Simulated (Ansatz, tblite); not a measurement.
**C₂₅H₁₈O₂S: a ladder of methods and basis sets**

Aim: run the singlet of C₂₅H₁₈O₂S at one geometry on many levels, and compare frontier levels, spin and run time.

Method: as each input shows; program: Ansatz 0.2.0, Gaussian basis.

Plan: GFN1-xTB, GFN2-xTB, PBE-D4/def2-TZVP, r2SCAN-D4/def2-TZVP, BHLYP-D4/def2-TZVP, B3LYP-D4/def2-TZVP, HF/def2-TZVP, LC-ωPBE(0.10)/def2-SVP, LC-ωPBE(0.15)/def2-SVP, LC-ωPBE(0.20)/def2-SVP, LC-ωPBE(0.30)/def2-SVP, PBE-D4/def2-SVP, PBE0-D4/def2-SVP, HF/6-31G, B3LYP-D4/6-31G, MP2/def2-SVP, RPA/def2-SVP.

### 1 The structure

The geometry is that of the singlet, from an earlier relaxation (r2SCAN-D4/def2-SVP).

SMILES `O=C([O-])c1ccccc1.c1ccc(-[s+]2c3ccccc3c3ccccc32)cc1`, 46 atoms, charge 0, spin multiplicity 1.

Bond lengths: O1–C2 1.243 Å, C2–O3 1.281 Å, C2–C4 1.519 Å, C4–C5 1.402 Å, C4–C9 1.402 Å, C5–C6 1.397 Å, C5–H10 1.094 Å, C6–C7 1.400 Å, C6–H11 1.095 Å, C7–C8 1.400 Å, C7–H12 1.095 Å, C8–C9 1.397 Å, C8–H13 1.095 Å, C9–H14 1.093 Å, C15–C16 1.396 Å, C15–C33 1.401 Å, C15–H34 1.094 Å, C16–C17 1.400 Å and more. Angles: O1–C2–O3 126.8°, O1–C2–C4 118.4°, O3–C2–C4 114.8°, C2–C4–C5 119.5°, C2–C4–C9 121.1°, C5–C4–C9 119.4°, C4–C5–C6 120.4°, C4–C5–H10 117.7°, C6–C5–H10 121.9°, C5–C6–C7 120.0°, C5–C6–H11 120.1°, C7–C6–H11 119.9°, C6–C7–C8 119.9°, C6–C7–H12 120.1°, C8–C7–H12 120.1°, C7–C8–C9 120.0°, C7–C8–H13 119.9°, C9–C8–H13 120.1° and more.

PBE0-D4/def2-TZVP was run before; its log isn't repeated, and its numbers join the tables.

### 2 GFN1-xTB

Tight binding, by tblite at 300 K electronic temperature and without a spin-polarisation term:

```python
tblite.interface.Calculator('GFN1-xTB', numbers, positions, charge=0, uhf=0).singlepoint()
```

Energy -2056.4929 eV, HOMO -10.21 eV, LUMO -8.52 eV; 0.11 s.

### 3 GFN2-xTB

Tight binding, by tblite at 300 K electronic temperature and without a spin-polarisation term:

```python
tblite.interface.Calculator('GFN2-xTB', numbers, positions, charge=0, uhf=0).singlepoint()
```

Energy -2014.0200 eV, HOMO -9.10 eV, LUMO -7.50 eV; 0.095 s.

### 4 PBE-D4/def2-TZVP

start.molden holds the orbitals of an earlier run on this state, given as this run's starting guess.

File in.yaml:

```yaml
crystal:
  periodic: [false, false, false]
  atoms:
    - {symbol: O, position_ang: [0.061252, -2.257394, 0.415522]}
    - {symbol: C, position_ang: [-1.051168, -1.784912, 0.704020]}
    - {symbol: O, position_ang: [-1.398194, -0.552601, 0.652200]}
    - {symbol: C, position_ang: [-2.141395, -2.735355, 1.168466]}
    - {symbol: C, position_ang: [-1.855538, -4.101127, 1.302370]}
    - {symbol: C, position_ang: [-2.844544, -4.991098, 1.726998]}
    - {symbol: C, position_ang: [-4.130832, -4.521715, 2.018337]}
    - {symbol: C, position_ang: [-4.422441, -3.159230, 1.884743]}
    - {symbol: C, position_ang: [-3.430851, -2.270062, 1.463236]}
    - {symbol: H, position_ang: [-0.841648, -4.434737, 1.063923]}
    - {symbol: H, position_ang: [-2.615816, -6.056607, 1.832087]}
    - {symbol: H, position_ang: [-4.907048, -5.218666, 2.349909]}
    - {symbol: H, position_ang: [-5.428540, -2.791530, 2.111404]}
    - {symbol: H, position_ang: [-3.628124, -1.200662, 1.352147]}
    - {symbol: C, position_ang: [1.298153, 5.548906, -1.251590]}
    - {symbol: C, position_ang: [0.056857, 5.408210, -0.628499]}
    - {symbol: C, position_ang: [-0.407760, 4.134828, -0.278600]}
    - {symbol: C, position_ang: [0.382827, 3.016309, -0.555420]}
    - {symbol: S, position_ang: [-0.342022, 1.406337, -0.030356]}
    - {symbol: C, position_ang: [1.039312, 0.783790, 0.915889]}
    - {symbol: C, position_ang: [1.338257, 1.146472, 2.221444]}
    - {symbol: C, position_ang: [2.448735, 0.539249, 2.817001]}
    - {symbol: C, position_ang: [3.210942, -0.399338, 2.106519]}
    - {symbol: C, position_ang: [2.881854, -0.754606, 0.797946]}
    - {symbol: C, position_ang: [1.773606, -0.163755, 0.180989]}
    - {symbol: C, position_ang: [1.241621, -0.380679, -1.161436]}
    - {symbol: C, position_ang: [1.701776, -1.240047, -2.165570]}
    - {symbol: C, position_ang: [1.029227, -1.293091, -3.386938]}
    - {symbol: C, position_ang: [-0.103590, -0.501348, -3.626440]}
    - {symbol: C, position_ang: [-0.582715, 0.366483, -2.640067]}
    - {symbol: C, position_ang: [0.110666, 0.408498, -1.438329]}
    - {symbol: C, position_ang: [1.628530, 3.146898, -1.180095]}
    - {symbol: C, position_ang: [2.081038, 4.419960, -1.527380]}
    - {symbol: H, position_ang: [1.661106, 6.543031, -1.526976]}
    - {symbol: H, position_ang: [-0.555825, 6.288252, -0.413977]}
    - {symbol: H, position_ang: [-1.380938, 4.010455, 0.206869]}
    - {symbol: H, position_ang: [0.728561, 1.872166, 2.764923]}
    - {symbol: H, position_ang: [2.716137, 0.795468, 3.845328]}
    - {symbol: H, position_ang: [4.070460, -0.870522, 2.590925]}
    - {symbol: H, position_ang: [3.465941, -1.508875, 0.264905]}
    - {symbol: H, position_ang: [2.565646, -1.883143, -1.980052]}
    - {symbol: H, position_ang: [1.383048, -1.973987, -4.165759]}
    - {symbol: H, position_ang: [-0.623738, -0.566857, -4.585524]}
    - {symbol: H, position_ang: [-1.471237, 0.980112, -2.806144]}
    - {symbol: H, position_ang: [2.236072, 2.262761, -1.391962]}
    - {symbol: H, position_ang: [3.052343, 4.533788, -2.016979]}
basis:
  gaussian: {orbitals: def2-TZVP, fitting: {mean_field: def2-universal-jkfit}, initial_orbitals: start.molden}
hamiltonian: {xc: pbe, dispersion: d4}
scf: {omitted_lower_state_checks: [starts]}
output: {forces: true, orbitals: {seedname: orbitals}}
```

On the command line:

```
$ ansatz run in.yaml --threads 2 --pin off --events-out ev --progress --plain --max-ram 20480MiB --backend cuda --devices 0, --max-vram 18GiB
```

Further steps of the session: r2SCAN-D4/def2-TZVP; BHLYP-D4/def2-TZVP; B3LYP-D4/def2-TZVP; HF/def2-TZVP; LC-ωPBE(0.10)/def2-SVP; LC-ωPBE(0.15)/def2-SVP; LC-ωPBE(0.20)/def2-SVP; LC-ωPBE(0.30)/def2-SVP; PBE-D4/def2-SVP; PBE0-D4/def2-SVP; HF/6-31G; B3LYP-D4/6-31G; MP2/def2-SVP; RPA/def2-SVP.

**Question.** What will the summary of the whole plan be? Wanted: gap in def2-TZVP, named functionals and Hartree-Fock, smallest and largest; gap over the ω; correlation energy, MP2/def2-SVP; binding an atom, functionals in def2-TZVP; PBE0 total energy, smallest basis above largest.

The runs gave:

```
                                                                  quantity                                value
gap in def2-TZVP, named functionals and Hartree-Fock, smallest and largest       2.03 eV (PBE-D4), 9.89 eV (HF)
                                                   gap over the ω (1/bohr)       4.69 eV at 0.1, 7.82 eV at 0.3
                                          correlation energy, MP2/def2-SVP                           -102.04 eV
                                 binding an atom, functionals in def2-TZVP  5.01 (BHLYP-D4) to 5.44 eV (PBE-D4)
                           PBE0 total energy, smallest basis above largest       35.87 eV (def2-SVP, def2-TZVP)
```

In words: Orbital gaps of the named functionals and Hartree-Fock in def2-TZVP span 2.03 eV (PBE-D4) to 9.89 eV (HF); exact exchange widens it. Raising the ω (1/bohr) from 0.1 to 0.3 moves the HOMO by -1.95 eV and the LUMO by +1.18 eV.
